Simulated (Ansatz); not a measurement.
A first try at a band structure of FeCo3, space group Pm-3m, using the Python package of Ansatz (0.2.0).

`feco3.py`:
```python
"""Band structure of FeCo3."""

from collections import Counter
import json
import logging
import sys

import ansatz as az
from ase.data import atomic_numbers
import matplotlib.pyplot as plt
import numpy as np
from pymatgen.core import Lattice, Structure
from pymatgen.io.ase import AseAtomsAdaptor
import spglib

logging.basicConfig(stream=sys.stdout, format="%(name)s: %(message)s")
log = logging.getLogger("feco3")
log.setLevel(logging.INFO)


def main() -> None:
    pmg_structure = Structure(
        Lattice([[3.535703, 0.0, 0.0], [0.0, 3.535703, 0.0], [0.0, 0.0, 3.535703]]),
        ["Fe", "Co", "Co", "Co"],
        [
            [0.0, 0.0, 0.0],
            [0.5, 0.5, 0.0],
            [0.5, 0.0, 0.5],
            [0.0, 0.5, 0.5],
        ],
    )
    structure = az.Crystal.from_ase(AseAtomsAdaptor.get_atoms(pmg_structure)).moments(Fe=2.4, Co=1.8)

    # high-symmetry points in fractions of the reciprocal vectors
    path = [
        ("G", (0.0, 0.0, 0.0)),
        ("X", (0.0, 0.5, 0.0)),
        ("M", (0.5, 0.5, 0.0)),
        ("G", (0.0, 0.0, 0.0)),
        ("R", (0.5, 0.5, 0.5)),
        ("X", (0.0, 0.5, 0.0)),
    ]
    calculation = (
        structure.calculation()
        .occupations("fermi_dirac")
        .functional("r2SCAN")
        .pseudopotentials("paw")
        .basis(500)
        .kpoints(7, 7, 7, center="gamma")
        .band_structure([point for _, point in path], intervals=10)
        .scf(extra_bands=6)
        .density_of_states(energy_step=0.05, method="smearing", broadening_width=0.1, projected=True)
    )
    outcome = calculation.run(events_out="events.ndjson")
    data = outcome.report
    with open("events.ndjson") as stream:
        kinds = Counter(json.loads(line)["event"] for line in stream)
    print("events:", {kind: kinds[kind] for kind in ("scf_iter", "scf_done", "notice", "finished")})

    for key in ("converged", "n_iterations", "n_electrons", "n_kpoints", "n_pw", "n_symmetry_ops", "free_energy_ev", "fermi_energy_ev"):
        log.info(f"{key:18s} {data[key]}")

    dos = outcome.density_of_states()
    energy = np.asarray(dos.energies_ev) - dos.fermi_ev
    projected = outcome.projected_density_of_states()
    fig, ax = plt.subplots(figsize=(5, 3.4))
    for name in sorted({site.species for site in projected.sites}):
        curve = sum(np.sum(part.g_bin_mean_per_ev, axis=0) for site in projected.sites if site.species == name for shell in site.shells for part in shell.curves)
        ax.plot(energy, curve, label=name)
        window = (energy > -4) & (energy <= 0)
        log.info(f"{name}: {curve[window].sum() * (energy[1] - energy[0]):.3f} projected states in the 4 eV under E_F")
    ax.set(xlim=(-8, 6), xlabel="E - E_F (eV)", ylabel="states/eV")
    ax.legend()
    fig.savefig("pdos.png", dpi=100)

    spg_cell = (outcome.lattice.cell_ang, [s.position_frac for s in outcome.lattice.sites], [atomic_numbers[s.symbol] for s in outcome.lattice.sites])
    # space group as spglib finds it
    found = spglib.get_symmetry_dataset(spg_cell, symprec=1e-3)
    print(found.international, found.number, "point group", found.pointgroup)
    for site, letter, group in zip(outcome.lattice.sites, found.wyckoffs, found.site_symmetry_symbols):
        log.info(f"  {site.symbol:2s} Wyckoff {letter}  site symmetry {group}")

    bands = outcome.band_structure()
    fermi = bands.fermi_energy_ev
    log.info(f"zero of the bands: {fermi:.3f} eV, the Fermi level found on the SCF mesh")
    for spin, channel in enumerate(bands.channels):
        levels = channel.eigenvalues_ev - fermi
        crossing = [b for b in range(levels.shape[1]) if levels[:, b].min() < 0 < levels[:, b].max()]
        print(f"channel {spin}: bands that cross the Fermi level on this path:", [b + 1 for b in crossing] or "none")
        shown = crossing or sorted(np.argsort(np.abs(levels).min(axis=0))[:2])
        for k, row in zip(bands.kpoints_frac, levels[:, shown]):
            print(f"{k[0]:7.3f} {k[1]:7.3f} {k[2]:7.3f}  ", " ".join(f"{e:8.3f}" for e in row))


if __name__ == "__main__":
    main()
```

```console
$ python feco3.py
Traceback (most recent call last):
  File "feco3.py", line 96, in <module>
    main()
    ~~~~^^
  File "feco3.py", line 54, in main
    outcome = calculation.run(events_out="events.ndjson")
  ...
ansatz.RefusalError: inconsistent input (magnetization.spin_polarized): false but per-atom `spin:`, `per_species`, `initial_magnetization`, `magnetic_field`, or `spin_locking` is set
```
(Library frames cut from the traceback.)

Why does it end like this?

The fault: starting moments are set with no spin treatment. The change:

```diff
--- before
+++ after
@@ -48,2 +48,3 @@
         .basis(500)
+        .spin("collinear")
         .kpoints(7, 7, 7, center="gamma")
```

With that change:

`python feco3.py` gives:
```text
DeckWarning: the band count 40 (scf.n_extra_bands) hosts the net moment |M| = 7.8000 μB (N_el = 67) but caps the reachable moment at 2·n_bands − N_el = 13.0000 μB, below the 45 bands that the [...]
events: {'scf_iter': 20, 'scf_done': 1, 'notice': 3, 'finished': 1}
feco3: converged          True
feco3: n_iterations       20
feco3: n_electrons        67.0
feco3: n_kpoints          20
feco3: n_pw               1141
feco3: n_symmetry_ops     48
feco3: free_energy_ev     -19880.653547322174
feco3: fermi_energy_ev    18.754695031695405
feco3: Co: 19.478 projected states in the 4 eV under E_F
feco3: Fe: 5.177 projected states in the 4 eV under E_F
Pm-3m 221 point group m-3m
feco3:   Fe Wyckoff a  site symmetry m-3m
feco3:   Co Wyckoff c  site symmetry 4/mm.m
feco3:   Co Wyckoff c  site symmetry 4/mm.m
feco3:   Co Wyckoff c  site symmetry 4/mm.m
feco3: zero of the bands: 18.755 eV, the Fermi level found on the SCF mesh
channel 0: bands that cross the Fermi level on this path: [37, 38, 39, 40]
  0.000   0.000   0.000     -1.047    2.301    2.301    2.301
  0.000   0.050   0.000     -1.047    2.106    2.409    2.409
  0.000   0.100   0.000     -1.047    1.591    2.708    2.708
  0.000   0.150   0.000     -1.047    0.890    3.144    3.144
  0.000   0.200   0.000     -1.047    0.114    3.674    3.674
  0.000   0.250   0.000     -1.047   -0.667    4.270    4.270
  0.000   0.300   0.000     -1.208   -1.047    4.914    4.914
  0.000   0.350   0.000     -1.208   -1.047    5.597    5.597
  0.000   0.400   0.000     -1.208   -1.046    6.313    6.313
  0.000   0.450   0.000     -1.208   -1.046    7.055    7.055
  0.000   0.500   0.000     -1.208   -1.046    7.789    7.789
  0.050   0.500   0.000     -1.227   -1.068    7.342    7.421
  0.100   0.500   0.000     -1.284   -1.129    6.473    6.565
  0.150   0.500   0.000     -1.373   -1.225    5.534    5.631
  0.200   0.500   0.000     -1.487   -1.347    4.613    4.711
  0.250   0.500   0.000     -1.337   -1.225    3.742    3.839
  0.300   0.500   0.000     -1.045   -0.938    2.935    3.031
  0.350   0.500   0.000     -0.727   -0.625    2.200    2.297
  0.400   0.500   0.000     -0.378   -0.282    1.544    1.643
  0.450   0.500   0.000      0.012    0.096    0.964    1.074
  0.500   0.500   0.000      0.426    0.426    0.487    0.679
  0.450   0.450   0.000     -0.348    0.455    0.609    1.556
  0.400   0.400   0.000     -1.007    0.543    0.690    2.783
  0.350   0.350   0.000     -1.521    0.686    0.820    4.173
  0.300   0.300   0.000     -1.513    0.882    0.998    5.691
  0.250   0.250   0.000     -1.385    1.122    1.217    5.736
  0.200   0.200   0.000     -1.273    1.397    1.469    4.737
  0.150   0.150   0.000     -1.179    1.693    1.741    3.835
  0.100   0.100   0.000     -1.108    1.982    2.007    3.068
  0.050   0.050   0.000     -1.063    2.211    2.217    2.513
  0.000   0.000   0.000     -1.047    2.301    2.301    2.301
  0.050   0.050   0.050     -1.099    2.314    2.314    2.323
  0.100   0.100   0.100     -1.183    2.328    2.328    2.355
  0.150   0.150   0.150     -1.263    2.298    2.298    2.337
  0.200   0.200   0.200     -1.326    2.193    2.193    2.230
  0.250   0.250   0.250     -1.372    1.985    1.985    2.008
  0.300   0.300   0.300     -1.405    1.645    1.649    1.649
  0.350   0.350   0.350     -1.427    1.132    1.166    1.166
  0.400   0.400   0.400     -1.433    0.494    0.555    0.555
  0.450   0.450   0.450     -0.998   -0.186   -0.108   -0.108
  0.500   0.500   0.500     -0.647   -0.532   -0.532   -0.532
  0.450   0.500   0.450     -0.642   -0.570   -0.213   -0.145
  0.400   0.500   0.400     -0.757   -0.669    0.477    0.557
  0.350   0.500   0.350     -0.920   -0.818    1.277    1.364
  0.300   0.500   0.300     -1.119   -1.008    2.150    2.241
  0.250   0.500   0.250     -1.350   -1.223    3.085    3.178
  0.200   0.500   0.200     -1.541   -1.372    4.074    4.169
  0.150   0.500   0.150     -1.456   -1.311    5.110    5.204
  0.100   0.500   0.100     -1.343   -1.192    6.175    6.266
  0.050   0.500   0.050     -1.246   -1.088    7.203    7.282
  0.000   0.500   0.000     -1.208   -1.046    7.789    7.789
channel 1: bands that cross the Fermi level on this path: [27, 28, 29, 30, 31, 32]
  0.000   0.000   0.000      1.128    1.128    1.320    1.320    1.320    2.031
  0.000   0.050   0.000      1.112    1.124    1.124    1.132    1.320    1.831
  0.000   0.100   0.000      0.719    0.719    1.062    1.144    1.320    1.600
  0.000   0.150   0.000      0.285    0.285    0.977    1.161    1.185    1.320
  0.000   0.200   0.000     -0.124   -0.124    0.732    0.885    1.181    1.320
  0.000   0.250   0.000     -0.454   -0.454    0.356    0.746    1.196    1.257
  0.000   0.300   0.000     -0.567   -0.567    0.076    0.593    1.074    1.074
  0.000   0.350   0.000     -0.509   -0.509   -0.088    0.431    0.890    0.890
  0.000   0.400   0.000     -0.411   -0.411   -0.145    0.269    0.722    0.722
  0.000   0.450   0.000     -0.323   -0.323   -0.123    0.122    0.593    0.593
  0.000   0.500   0.000     -0.285   -0.285   -0.077    0.036    0.542    0.542
  0.050   0.500   0.000     -0.366   -0.284   -0.126    0.117    0.535    0.568
  0.100   0.500   0.000     -0.513   -0.279   -0.242    0.260    0.514    0.611
  0.150   0.500   0.000     -0.664   -0.384   -0.270    0.395    0.478    0.628
  0.200   0.500   0.000     -0.803   -0.529   -0.257    0.428    0.492    0.611
  0.250   0.500   0.000     -0.926   -0.668   -0.237    0.366    0.536    0.564
  0.300   0.500   0.000     -1.032   -0.798   -0.211    0.297    0.496    0.522
  0.350   0.500   0.000     -1.124   -0.924   -0.180    0.230    0.420    0.463
  0.400   0.500   0.000     -1.208   -1.049   -0.147    0.173    0.352    0.384
  0.450   0.500   0.000     -1.290   -1.173   -0.120    0.135    0.307    0.317
  0.500   0.500   0.000     -1.342   -1.248   -0.110    0.122    0.291    0.291
  0.450   0.450   0.000     -1.342   -1.089   -0.138    0.156    0.304    0.362
  0.400   0.400   0.000     -1.390   -0.873   -0.240    0.282    0.351    0.545
  0.350   0.350   0.000     -1.399   -0.708   -0.388    0.435    0.468    0.781
  0.300   0.300   0.000     -1.308   -0.600   -0.546    0.548    0.670    0.998
  0.250   0.250   0.000     -1.096   -0.697   -0.509    0.679    0.860    1.110
  0.200   0.200   0.000     -0.749   -0.676   -0.267    0.814    1.024    1.128
  0.150   0.150   0.000     -0.202   -0.178    0.226    0.939    1.127    1.153
  0.100   0.100   0.000      0.387    0.408    0.842    1.040    1.131    1.246
  0.050   0.050   0.000      0.977    0.991    1.106    1.125    1.301    1.493
  0.000   0.000   0.000      1.128    1.128    1.320    1.320    1.320    2.031
  0.050   0.050   0.050      0.867    0.867    1.109    1.109    1.281    1.299
  0.100   0.100   0.100      0.139    0.139    0.534    1.052    1.052    1.152
  0.150   0.150   0.150     -0.530   -0.530   -0.131    0.910    0.947    0.947
  0.200   0.200   0.200     -0.746   -0.746   -0.613    0.577    0.751    0.751
  0.250   0.250   0.250     -0.862   -0.699   -0.699    0.209    0.446    0.446
  0.300   0.300   0.300     -0.891   -0.690   -0.690   -0.145    0.108    0.108
  0.350   0.350   0.350     -0.788   -0.721   -0.721   -0.451   -0.195   -0.195
  0.400   0.400   0.400     -0.771   -0.771   -0.683   -0.663   -0.425   -0.425
  0.450   0.450   0.450     -0.829   -0.816   -0.816   -0.604   -0.565   -0.565
  0.500   0.500   0.500     -0.878   -0.831   -0.831   -0.613   -0.613   -0.613
  0.450   0.500   0.450     -0.847   -0.825   -0.820   -0.608   -0.588   -0.571
  0.400   0.500   0.400     -0.811   -0.783   -0.755   -0.632   -0.513   -0.467
  0.350   0.500   0.350     -0.824   -0.716   -0.682   -0.610   -0.387   -0.294
  0.300   0.500   0.300     -0.848   -0.712   -0.634   -0.428   -0.209   -0.053
  0.250   0.500   0.250     -0.858   -0.694   -0.546   -0.230    0.025    0.225
  0.200   0.500   0.200     -0.828   -0.623   -0.461   -0.031    0.296    0.466
  0.150   0.500   0.150     -0.743   -0.499   -0.387    0.160    0.532    0.562
  0.100   0.500   0.100     -0.598   -0.336   -0.331    0.336    0.394    0.755
  0.050   0.500   0.050     -0.414   -0.297   -0.166    0.178    0.478    0.645
  0.000   0.500   0.000     -0.285   -0.285   -0.077    0.036    0.542    0.542
```
(Warnings from the package without file and line, shortened.)

Absolute energies stand on the zero of these potentials, so only differences at equal settings mean something. A total without «per atom» is that of the cell as typed. The magnetic order follows from the starting moments and needn't be the lowest. The mesh is modest for a metal, so energies can be off by several to tens of meV an atom and pressures by half a GPa or more; differences at equal mesh fare better. The zero of the levels is a convention of the potentials, so an absolute Fermi energy is no work function. Projections exist only for the shells that the potentials hold, some of them semicore, and samples at single energies can miss narrow peaks. r2SCAN tends to overestimate the moments of itinerant magnets. The structure comes from a database of computed cells and needn't be a stable or known phase. Gaps and levels are Kohn-Sham values on a finite set of k-points. The computed bands are complete only to about 0.2 eV above the Fermi level; beyond that the density of states is undercounted. It ran for 15 s on 1 thread of Intel(R) Xeon(R) 6975P-C (Granite Rapids), with other jobs on the host, peak memory 0.69 GiB.

(A comment or docstring line of the script was reworded after the run, the code is as it ran; lines on the test bed's own set-up are left out of the output.)
